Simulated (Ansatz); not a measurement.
**C2H7BOSe: up Jacob's ladder to CCSD(T)**

One table from this session's results is given with a row withheld; the runs are named, their logs left out.

Program: Ansatz 0.2.0, Gaussian basis. Level of theory: functionals in def2-TZVPP, the program's frozen cores in correlated methods. These are calculated values, not measurements.

The runs, in order: PBE-D4, r2SCAN-D4, PBE0-D4, B3LYP-D4, ωB97X-V, ωB97M-V, B2PLYP; CCSD(T)/def2-TZVPP; MP2/def2-QZVPP; extrapolation to the limit.

## The relaxed structure

An earlier PBE0-D4 in a triple-zeta def2 set relaxation fixed the geometry.

12 atoms, charge 0, spin multiplicity 1.

Atoms are counted from 1 here; the program's logs count them from 0.

Bond lengths: B1–Se2 1.886 Å, B1–H6 1.195 Å, B1–H7 1.191 Å, Se2–C3 2.002 Å, C3–C4 1.504 Å, C3–O5 1.391 Å, C3–H8 1.095 Å, C4–H9 1.092 Å, C4–H10 1.090 Å, C4–H11 1.093 Å, O5–H12 0.962 Å. Angles: Se2–B1–H6 119.9°, Se2–B1–H7 117.5°, H6–B1–H7 122.6°, B1–Se2–C3 100.6°, Se2–C3–C4 110.1°, Se2–C3–O5 110.9°, Se2–C3–H8 103.6°, C4–C3–O5 108.3°, C4–C3–H8 111.8°, O5–C3–H8 112.1°, C3–C4–H9 110.6°, C3–C4–H10 110.8°, C3–C4–H11 109.2°, H9–C4–H10 108.9°, H9–C4–H11 108.2°, H10–C4–H11 109.0°, C3–O5–H12 109.0°.

The first run:

Input file in.yaml:

```yaml
crystal:
  periodic: [false, false, false]
  atoms:
    - {symbol: B, position_ang: [-1.548899, 1.738097, -0.783259]}
    - {symbol: Se, position_ang: [-0.425903, 0.368233, -1.431775]}
    - {symbol: C, position_ang: [0.472564, -0.205547, 0.263036]}
    - {symbol: C, position_ang: [0.471957, -1.706336, 0.365680]}
    - {symbol: O, position_ang: [1.791946, 0.234667, 0.300258]}
    - {symbol: H, position_ang: [-1.562806, 1.994303, 0.383698]}
    - {symbol: H, position_ang: [-2.224725, 2.317267, -1.575382]}
    - {symbol: H, position_ang: [-0.138209, 0.255141, 1.046017]}
    - {symbol: H, position_ang: [1.017437, -2.148807, -0.470034]}
    - {symbol: H, position_ang: [-0.546741, -2.094195, 0.367493]}
    - {symbol: H, position_ang: [0.967716, -2.003759, 1.293054]}
    - {symbol: H, position_ang: [1.802662, 1.195836, 0.275313]}
basis:
  gaussian: {orbitals: def2-TZVPP}
hamiltonian: {xc: pbe, dispersion: d4}
output: {forces: true, orbitals: {seedname: orbitals}}
```

The run is started by

```
ansatz run in.yaml --threads 4 --pin off --events-out ev --progress --plain --max-ram 10444MiB
```

Steps of the session up to this table: PBE-D4 (GGA); r2SCAN-D4 (meta-GGA); PBE0-D4 (hybrid); B3LYP-D4 (hybrid); ωB97X-V (range-separated); ωB97M-V (range-separated); B2PLYP (double hybrid); CCSD(T) in def2-TZVPP; MP2 in def2-QZVPP.

One table of the session follows, with a row left open; its other results are not shown here.

```
            method  atomisation energy (kJ/mol)
            PBE-D4                       4479.1
         r2SCAN-D4                            ?
           PBE0-D4                       4399.2
          B3LYP-D4                       4380.4
           ωB97X-V                       4382.5
           ωB97M-V                       4382.4
            B2PLYP                       4333.8
     HF/def2-TZVPP                       3189.0
    MP2/def2-TZVPP                       4343.3
   CCSD/def2-TZVPP                       4207.1
CCSD(T)/def2-TZVPP                       4274.9
           MP2/CBS                       4450.4
       CCSD(T)/CBS                       4382.0
```

**Question.** Estimate the row for r2SCAN-D4.

The run gave: atomisation energy (kJ/mol): 4405.3. In the column «atomisation energy (kJ/mol)» it lies between PBE0-D4 (4399.2) and MP2/CBS (4450.4).

Caveats from the session: Free atoms (1 B, 1 Se, 2 C, 1 O, 7 H) were run apart at each level; the atomisation energy is their sum less the molecule, without zero-point or spin-orbit terms.
